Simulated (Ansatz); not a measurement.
**Cd (hcp type): how the settings move a single-point run**

Question: which choices in the input matter for Cd (hcp type)?

Computed with Ansatz 0.2.0 (reference: DFT, PBEsol, all-electron LAPW, scalar-relativistic, unless a step's input says otherwise).

## 1. The system as given

Symmetry: P6_3/mmc, No. 194, hexagonal system. The conventional cell has a = 2.723 Å, b = 2.723 Å, c = 4.529 Å, α = 90.00°, β = 90.00°, γ = 120.00°. Cd (site symmetry -6m2) is surrounded by 12 Cd at 2.72 to 2.76 Å.

As a file:

```
Cd
1.0
     2.72260    0.00000    0.00000
    -1.36130    2.35784    0.00000
     0.00000    0.00000    4.52926
Cd
2
Direct
  0.33333 0.66667 0.25000
  0.66667 0.33333 0.75000
```

## 2. The reference run

File input.yaml:

```yaml
crystal:
  lattice:
    - [2.7226046761, 0.0, 0.0]
    - [-1.361302338, 2.3578448139, 0.0]
    - [0.0, 0.0, 4.5292610006]
  atoms:
    - { symbol: Cd, position: [0.3333333333, 0.6666666667, 0.25] }
    - { symbol: Cd, position: [0.6666666667, 0.3333333333, 0.75] }
kpoints:
  mp_grid: { grid: [14, 14, 8] }
scf:
  occupations: { method: fermi_dirac, width: 0.05 }
hamiltonian:
  xc: pbesol
  pseudopotentials: { kind: all_electron, lapw: { basis_error: 0.001 } }
output:
  forces: true
  stress: true
  eigenvalues: true
  populations: true
```

Run with:

```
$ ansatz run input.yaml --threads 1 --pin off --max-ram 2048MiB --backend cpu --events-out ev --progress --plain --runs-dir out
```

## 3. Variant: occupations.method gaussian, lower_state_search off

Changes to input.yaml since step 2:

```diff
@@ -11,3 +11,4 @@
 scf:
-  occupations: { method: fermi_dirac, width: 0.05 }
+  occupations: { method: gaussian, width: 0.05 }
+  lower_state_search: "off"
 hamiltonian:
```

**Question.** What will these runs give? Wanted: for each run, ending; energy change; pressure; gap; force.

The runs gave:

| run | ending | energy change | pressure (GPa) | gap (eV) | force (eV/Å) | cycles | time |
| --- | --- | --- | --- | --- | --- | --- | --- |
| reference | converged | 0 | 58.5 | 0.00 | 0.00 | 8 | 31 s |
| 1: occupations.method gaussian, lower_state_search off | converged | -0.1 meV/atom (σ→0) | 58.5 | 0.00 | 0.00 | 6 | 27 s |

Residual by cycle in the longest SCF loop of each run; runs are numbered as in the table. The quantity is the density residual dr2, in eV.

| cycle | reference | run 1 |
| --- | --- | --- |
| 1 | 0.066 | 0.0659 |
| 2 | 0.0151 | 0.00489 |
| 3 | 0.01 | 0.00235 |
| 4 | 0.003 | 1.8e-4 |
| 5 | 2.6e-4 | 3.4e-6 |
| 6 | 7.1e-6 | 1.4e-8 |
| 7 | 2.4e-7 | - |
| 8 | 6.8e-9 | - |

**Reading.** Changing the smearing and search for lower states leaves the energy as it was (-0.1 meV/atom). Cost: 6 SCF cycles against 8. The structure is not at rest: the sound run finds 59 GPa, so these are no properties of the relaxed crystal. 
